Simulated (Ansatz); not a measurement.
# CHClNSn radical: small, medium and large basis sets

The task here is to estimate one member of a computed series from the others.

Computed with Ansatz 0.2.0, Gaussian basis. Level: one geometry, several basis sets.

Levels to be run: PBE0-D4/def2-SVP; ωB97M-V/def2-SVP; PBE0-D4/def2-QZVPP; ωB97M-V/def2-QZVPP; the functionals' def2-TZVPP values are taken from earlier runs.

1 further run of the same task is left out (for a known fault of the program).

### Structure used throughout

All runs share one geometry, relaxed beforehand with PBE0-D4 in a triple-zeta def2 set. Sn takes the def2 core potential; no spin-orbit term is included.

5 atoms, charge 0, spin multiplicity 2.

Atoms are counted from 1 here; the program's logs count them from 0.

Bond lengths: N1–C2 1.154 Å, C2–Sn3 2.122 Å, Sn3–Cl4 2.323 Å, Sn3–H5 1.721 Å. Angles: N1–C2–Sn3 174.9°, C2–Sn3–Cl4 104.1°, C2–Sn3–H5 107.2°, Cl4–Sn3–H5 108.2°.

The first run:

in.yaml

```yaml
crystal:
  periodic: [false, false, false]
  atoms:
    - {symbol: N, position_ang: [1.306394, -1.471699, 1.494450]}
    - {symbol: C, position_ang: [0.811918, -0.790430, 0.705367]}
    - {symbol: Sn, position_ang: [0.051767, 0.430125, -0.854709]}
    - {symbol: Cl, position_ang: [-2.141684, -0.288663, -1.119030]}
    - {symbol: H, position_ang: [0.021605, 2.047166, -0.267379]}
basis:
  gaussian: {orbitals: def2-SVP}
magnetization: {spin_polarized: true, initial_magnetization: 1}
hamiltonian: {xc: pbe0, dispersion: d4}
output: {orbitals: {seedname: orbitals}}
```

Launch:

```
$ ansatz run in.yaml --threads 4 --pin off --events-out ev --progress --plain --max-ram 10444MiB
```

Steps of the session up to this table: PBE0-D4 in def2-SVP; ωB97M-V in def2-SVP; PBE0-D4 in def2-QZVPP; ωB97M-V in def2-QZVPP.

One of the session's tables, all rows but one given; the rest of the session is left out.

| functional | basis | HOMO (eV) | LUMO (eV) |
| --- | --- | --- | --- |
| PBE0-D4 | def2-SVP | ? | ? |
| PBE0-D4 | def2-TZVPP | -7.54 | -4.59 |
| PBE0-D4 | def2-QZVPP | -7.56 | -4.61 |
| ωB97M-V | def2-SVP | -9.40 | -2.69 |
| ωB97M-V | def2-TZVPP | -9.58 | -2.85 |
| ωB97M-V | def2-QZVPP | -9.60 | -2.88 |

Q: Estimate the row for PBE0-D4, def2-SVP from the others.

As computed: HOMO (eV): -7.41; LUMO (eV): -4.49. In the column «HOMO (eV)» it is the highest.
